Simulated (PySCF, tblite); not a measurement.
# C7H12O: a rotation path, then NMR shifts on frames, part 2 of 2

tblite 0.8.0 and PySCF 2.14.0. Atoms count from 0. Earlier steps stand in the parts before.

## (5) Nuclear shieldings: image 6, PBE0/pcSseg-1

What the job is given:

```
{"job": {"kind": "nmr", "xc": "PBE0", "basis": "pcSseg-1", "pop": false}, "charge": 0, "multiplicity": 1}
C      2.093100    -0.904400    -1.014900
C      1.647800     0.413600    -0.423400
O      2.433400     1.342400    -0.432500
C      0.296500     0.589600     0.165800
C      0.143100     1.926100     0.850100
C     -0.761200    -0.248500     0.143100
C     -2.050600     0.207700     0.769000
C     -0.871500    -1.603000    -0.486100
H      3.124800    -0.787700    -1.342300
H      2.051800    -1.694700    -0.268900
H      1.482400    -1.171500    -1.872700
H      1.028000     2.528000     0.663000
H     -0.728400     2.466100     0.486100
H      0.036300     1.794900     1.926800
H     -2.433500     1.090100     0.255700
H     -2.810200    -0.567500     0.720900
H     -1.900100     0.482500     1.811900
H     -1.539900    -2.225400     0.106900
H      0.068900    -2.125000    -0.583400
H     -1.315700    -1.502700    -1.478200
```

Method: GIAO PBE0/pcSseg-1 NMR shielding, non-relativistic, gas phase.

Standard output:

```text
coarse grid: 16128 points
cycle   1  E = -348.5052840790  dE =  9.840e-01  |g| = 8.418e-01  |ddm| = 4.015e+00
cycle   2  E = -348.0934549481  dE =  4.118e-01  |g| = 1.659e+00  |ddm| = 3.214e+00
cycle   3  E = -348.6440342096  dE = -5.506e-01  |g| = 2.353e-01  |ddm| = 2.620e+00
cycle   4  E = -348.6568350167  dE = -1.280e-02  |g| = 6.081e-02  |ddm| = 3.018e-01
cycle   5  E = -348.6575976179  dE = -7.626e-04  |g| = 2.398e-02  |ddm| = 9.093e-02
cycle   6  E = -348.6577276033  dE = -1.300e-04  |g| = 8.032e-03  |ddm| = 2.798e-02
cycle   7  E = -348.6577426670  dE = -1.506e-05  |g| = 2.178e-03  |ddm| = 8.563e-03
cycle   8  E = -348.6577436734  dE = -1.006e-06  |g| = 6.556e-04  |ddm| = 2.901e-03
final grid: 154128 points
cycle   9  E = -348.7168140085  dE = -4.641e-05  |g| = 1.294e-02  |ddm| = 5.000e-02
cycle  10  E = -348.7167376352  dE =  7.637e-05  |g| = 2.350e-02  |ddm| = 3.435e-02
cycle  11  E = -348.7168480780  dE = -1.104e-04  |g| = 3.512e-03  |ddm| = 2.578e-02
cycle  12  E = -348.7168506386  dE = -2.561e-06  |g| = 1.908e-04  |ddm| = 3.445e-03
cycle  13  E = -348.7168506463  dE = -7.666e-09  |g| = 7.741e-05  |ddm| = 4.266e-04
cycle  14  E = -348.7168506474  dE = -1.114e-09  |g| = 3.701e-05  |ddm| = 1.108e-04
cycle  15  E = -348.7168506477  dE = -3.179e-10  |g| = 1.198e-05  |ddm| = 4.655e-05
converged SCF energy = -348.7168506477

GIAO shielding tensors (ppm)
atom      isotropic    diamagn.    paramagn.     s11        s22        s33       span
  0 C      151.685     253.350    -101.666    133.473    144.497    177.085     43.612
  1 C      -11.803     247.090    -258.893    -99.527    -37.077    101.195    200.722
  2 O     -337.060     399.692    -736.752   -931.201   -385.285    305.308   1236.509
  3 C       47.331     261.525    -214.194    -41.485     44.959    138.519    180.004
  4 C      170.210     247.410     -77.200    158.238    172.355    180.038     21.800
  5 C       31.346     262.264    -230.918    -78.879     14.639    158.276    237.155
  6 C      156.816     248.576     -91.760    137.361    154.643    178.446     41.085
  7 C      158.888     249.096     -90.209    142.095    154.610    179.958     37.863
  8 H       29.233      28.977       0.256     25.497     27.978     34.225      8.728
  9 H       29.254      31.564      -2.310     25.644     30.028     32.090      6.446
 10 H       29.219      31.672      -2.453     25.250     30.589     31.818      6.568
 11 H       28.046      31.655      -3.609     22.061     27.511     34.565     12.504
 12 H       30.642      31.278      -0.636     25.982     30.200     35.744      9.762
 13 H       30.604      30.618      -0.014     26.234     28.926     36.651     10.417
 14 H       29.549      30.672      -1.122     25.515     28.509     34.623      9.108
 15 H       30.030      30.702      -0.673     25.426     30.062     34.600      9.175
 16 H       29.435      30.790      -1.355     25.340     28.799     34.167      8.826
 17 H       29.843      30.732      -0.889     25.263     29.705     34.561      9.297
 18 H       28.723      32.929      -4.206     23.176     28.512     34.479     11.303
 19 H       29.369      30.372      -1.003     26.472     26.825     34.809      8.337
```

It took 21 s on 1 thread of Intel Xeon 6975P-C, shared host; peak memory 0.89 GiB.

This run: δ C1 198.7, C5 155.6, C3 139.6, C0 35.2, H11 3.67, H18 2.99 ppm.

## (6) Shielding tensors: image 7, PBE0/pcSseg-1

What the job is given:

```
{"job": {"kind": "nmr", "xc": "PBE0", "basis": "pcSseg-1", "pop": false}, "charge": 0, "multiplicity": 1}
C      1.984000    -0.764400    -1.247200
C      1.701300     0.247300    -0.159500
O      2.626300     0.840500     0.358100
C      0.304400     0.560900     0.227000
C      0.159400     1.947300     0.802100
C     -0.763600    -0.256400     0.179800
C     -2.099100     0.252500     0.644800
C     -0.784700    -1.682700    -0.274300
H      2.911100    -0.476300    -1.739400
H      2.150700    -1.742300    -0.797900
H      1.180400    -0.829100    -1.972400
H      1.077000     2.507100     0.644200
H     -0.668100     2.482400     0.340600
H     -0.024400     1.898600     1.875500
H     -2.423100     1.096200     0.035700
H     -2.857800    -0.523000     0.586200
H     -2.039600     0.601900     1.675000
H     -1.471300    -2.253800     0.348900
H      0.186400    -2.158800    -0.230400
H     -1.154800    -1.737100    -1.299800
```

Level: GIAO PBE0/pcSseg-1 NMR shielding, non-relativistic, gas phase.

Standard output:

```text
coarse grid: 16128 points
cycle   1  E = -348.5071771045  dE =  9.804e-01  |g| = 8.399e-01  |ddm| = 3.992e+00
cycle   2  E = -348.0972215679  dE =  4.100e-01  |g| = 1.660e+00  |ddm| = 3.015e+00
cycle   3  E = -348.6443984111  dE = -5.472e-01  |g| = 2.381e-01  |ddm| = 2.439e+00
cycle   4  E = -348.6576027514  dE = -1.320e-02  |g| = 5.925e-02  |ddm| = 3.046e-01
cycle   5  E = -348.6583537979  dE = -7.510e-04  |g| = 2.065e-02  |ddm| = 8.339e-02
cycle   6  E = -348.6584440267  dE = -9.023e-05  |g| = 8.159e-03  |ddm| = 2.515e-02
cycle   7  E = -348.6584597538  dE = -1.573e-05  |g| = 2.167e-03  |ddm| = 8.625e-03
cycle   8  E = -348.6584607567  dE = -1.003e-06  |g| = 6.490e-04  |ddm| = 2.842e-03
final grid: 154128 points
cycle   9  E = -348.7180550670  dE = -6.089e-05  |g| = 1.337e-02  |ddm| = 5.291e-02
cycle  10  E = -348.7179761918  dE =  7.888e-05  |g| = 2.404e-02  |ddm| = 3.396e-02
cycle  11  E = -348.7180916412  dE = -1.154e-04  |g| = 3.618e-03  |ddm| = 2.552e-02
cycle  12  E = -348.7180943249  dE = -2.684e-06  |g| = 2.082e-04  |ddm| = 3.411e-03
cycle  13  E = -348.7180943345  dE = -9.568e-09  |g| = 8.903e-05  |ddm| = 5.069e-04
cycle  14  E = -348.7180943361  dE = -1.601e-09  |g| = 4.378e-05  |ddm| = 1.480e-04
cycle  15  E = -348.7180943365  dE = -4.343e-10  |g| = 1.335e-05  |ddm| = 4.836e-05
converged SCF energy = -348.7180943365

GIAO shielding tensors (ppm)
atom      isotropic    diamagn.    paramagn.     s11        s22        s33       span
  0 C      152.580     254.232    -101.652    133.579    144.902    179.259     45.680
  1 C      -17.502     247.030    -264.532   -102.574    -49.680     99.748    202.323
  2 O     -333.450     399.488    -732.938   -932.890   -400.496    333.036   1265.926
  3 C       44.924     263.238    -218.314    -45.706     46.044    134.434    180.140
  4 C      167.590     246.794     -79.204    157.879    165.044    179.847     21.968
  5 C       35.358     262.722    -227.363    -75.706     21.461    160.319    236.026
  6 C      159.345     248.507     -89.162    142.343    155.759    179.934     37.592
  7 C      158.953     249.504     -90.551    142.023    155.271    179.564     37.541
  8 H       29.402      29.214       0.188     25.823     27.860     34.523      8.701
  9 H       29.338      30.660      -1.322     25.963     29.339     32.712      6.748
 10 H       29.457      32.837      -3.380     25.828     31.203     31.341      5.513
 11 H       29.030      31.271      -2.242     24.215     28.589     34.286     10.071
 12 H       30.457      31.170      -0.712     25.960     30.043     35.370      9.410
 13 H       30.177      30.446      -0.270     26.219     28.137     36.175      9.956
 14 H       29.628      30.744      -1.116     25.819     28.274     34.791      8.972
 15 H       30.094      30.564      -0.470     25.597     29.926     34.759      9.162
 16 H       29.555      30.652      -1.097     25.373     28.733     34.561      9.188
 17 H       29.892      30.580      -0.689     25.462     29.384     34.829      9.367
 18 H       29.208      33.012      -3.804     23.860     29.451     34.314     10.454
 19 H       29.373      30.593      -1.220     26.636     26.947     34.536      7.901
```

It took 21 s on 1 thread of Intel Xeon 6975P-C, shared host; peak memory 0.89 GiB.

Key values: δ C1 204.4, C5 151.6, C3 142.0, C0 34.3, H11 2.69, H18 2.51 ppm.

## (7) NMR shieldings: image 8, PBE0/pcSseg-1

What the job is given:

```
{"job": {"kind": "nmr", "xc": "PBE0", "basis": "pcSseg-1", "pop": false}, "charge": 0, "multiplicity": 1}
C      1.889500    -0.624300    -1.376200
C      1.694500     0.115200    -0.068900
O      2.641900     0.424400     0.619200
C      0.310000     0.530000     0.278000
C      0.211000     1.958600     0.744600
C     -0.762100    -0.271300     0.231700
C     -2.127300     0.254300     0.570800
C     -0.720900    -1.739100    -0.068200
H      2.663100    -0.107300    -1.942200
H      2.258000    -1.629500    -1.179200
H      0.977700    -0.672400    -1.960900
H      1.204300     2.325800     0.989300
H     -0.209800     2.590100    -0.039000
H     -0.419400     2.043500     1.627000
H     -2.296400     1.228200     0.116800
H     -2.896800    -0.432900     0.227900
H     -2.232800     0.367600     1.650500
H     -1.356000    -2.268100     0.641600
H      0.281500    -2.147500     0.000800
H     -1.115100    -1.934700    -1.066500
```

Level: GIAO PBE0/pcSseg-1 NMR shielding, non-relativistic, gas phase.

Standard output:

```text
coarse grid: 16128 points
cycle   1  E = -348.5091005130  dE =  9.735e-01  |g| = 8.335e-01  |ddm| = 3.970e+00
cycle   2  E = -348.1371691437  dE =  3.719e-01  |g| = 1.616e+00  |ddm| = 2.672e+00
cycle   3  E = -348.6442519532  dE = -5.071e-01  |g| = 2.308e-01  |ddm| = 2.115e+00
cycle   4  E = -348.6566598436  dE = -1.241e-02  |g| = 5.282e-02  |ddm| = 2.797e-01
cycle   5  E = -348.6572925001  dE = -6.327e-04  |g| = 1.181e-02  |ddm| = 6.734e-02
cycle   6  E = -348.6573186449  dE = -2.614e-05  |g| = 5.270e-03  |ddm| = 1.487e-02
cycle   7  E = -348.6573247667  dE = -6.122e-06  |g| = 1.716e-03  |ddm| = 6.399e-03
final grid: 154128 points
cycle   8  E = -348.7176725853  dE = -6.498e-05  |g| = 1.408e-02  |ddm| = 5.298e-02
cycle   9  E = -348.7175840912  dE =  8.849e-05  |g| = 2.566e-02  |ddm| = 3.402e-02
cycle  10  E = -348.7177129492  dE = -1.289e-04  |g| = 3.523e-03  |ddm| = 2.459e-02
cycle  11  E = -348.7177154818  dE = -2.533e-06  |g| = 2.339e-04  |ddm| = 3.003e-03
cycle  12  E = -348.7177154925  dE = -1.064e-08  |g| = 1.255e-04  |ddm| = 4.734e-04
cycle  13  E = -348.7177154957  dE = -3.213e-09  |g| = 4.872e-05  |ddm| = 1.522e-04
cycle  14  E = -348.7177154962  dE = -5.464e-10  |g| = 1.614e-05  |ddm| = 6.325e-05
converged SCF energy = -348.7177154962

GIAO shielding tensors (ppm)
atom      isotropic    diamagn.    paramagn.     s11        s22        s33       span
  0 C      153.887     254.435    -100.548    136.097    142.352    183.212     47.114
  1 C      -25.030     247.836    -272.866   -108.377    -65.348     98.635    207.013
  2 O     -341.424     399.858    -741.282   -960.268   -421.494    357.489   1317.757
  3 C       42.265     265.052    -222.787    -51.371     49.235    128.931    180.302
  4 C      167.165     246.809     -79.644    154.695    164.036    182.764     28.069
  5 C       41.738     263.106    -221.369    -69.472     33.186    161.499    230.971
  6 C      162.749     248.566     -85.817    150.303    156.318    181.627     31.324
  7 C      160.601     249.693     -89.092    148.109    152.605    181.089     32.980
  8 H       29.547      29.277       0.270     26.455     27.578     34.608      8.152
  9 H       29.413      30.082      -0.669     26.369     28.562     33.309      6.941
 10 H       29.346      33.258      -3.913     26.191     30.170     31.675      5.484
 11 H       29.272      30.780      -1.509     24.574     28.790     34.451      9.877
 12 H       30.101      30.264      -0.163     26.070     28.307     35.925      9.856
 13 H       30.145      31.056      -0.911     25.902     29.563     34.970      9.067
 14 H       29.833      31.280      -1.448     25.653     29.199     34.645      8.992
 15 H       30.182      30.278      -0.096     25.844     29.691     35.011      9.166
 16 H       29.653      30.067      -0.414     25.925     27.641     35.393      9.468
 17 H       29.926      30.310      -0.383     25.770     28.905     35.104      9.335
 18 H       29.690      32.854      -3.163     24.810     29.896     34.365      9.555
 19 H       29.605      30.714      -1.110     26.869     27.210     34.736      7.867
```

It took 21 s on 1 thread of Intel Xeon 6975P-C, shared host; peak memory 0.89 GiB.

Key values: δ C1 212.0, C5 145.2, C3 144.7, C0 33.0, H11 2.45, H10 2.37 ppm.

## (8) Run by run: NMR shifts

Shifts (ppm) of some atoms, chosen among heavy atoms and hydrogens apart, with basis size and wall time:

```csv
frame,C1,C5,C3,C6,H18,H11,O2,functions,time
image 0,204.0,158.9,135.6,26.2,3.96,1.89,661.7,196,21 s
image 3,217.0,135.7,143.0,21.2,1.81,1.77,685.1,196,21 s
image 6,198.7,155.6,139.6,30.1,2.99,3.67,673.1,196,21 s
image 7,204.4,151.6,142.0,27.6,2.51,2.69,669.5,196,21 s
image 8,212.0,145.2,144.7,24.2,2.03,2.45,677.5,196,21 s
```

## (9) What came out

This closing draws on all 2 parts.

| quantity | value |
| --- | --- |
| barrier | 0.190 eV (4.4 kcal/mol) at image 6 |
| end to end (GFN2-xTB) | 0.080 eV |
| ¹³C shifts against TMS (PBE0/pcSseg-1, image 0) | 204.0, 158.9, 135.6, 32.3, 26.2, 26.0, 18.4 ppm |
| ¹H shifts against TMS (PBE0/pcSseg-1, image 0) | 3.96, 2.49, 2.18, 2.10, 2.00, 1.98, 1.95, 1.94, 1.89, 1.82, 1.68, 1.34 ppm |
| ¹⁷O shifts against H2O (PBE0/pcSseg-1, image 0) | 661.7 ppm |
| range of the shift of O2 | 661.7 to 685.1 ppm |

**Reading.** Along the band the dihedral turns by 202°, and the top (dihedral 173°) lies 4.4 kcal/mol above the start (GFN2-xTB, rough), so at room temperature this motion is fast. The top was not checked by a frequency run. Shifts at one fixed geometry are not the observed spectrum, which averages over the motion. In the first frame run (image 0): The widest tensor belongs to O2: span 1255 ppm, with a paramagnetic part of -729 ppm. In ppm, O2 moves most: its shift spreads over 23.5 ppm, from 661.7 (image 0) to 685.1 (image 3).
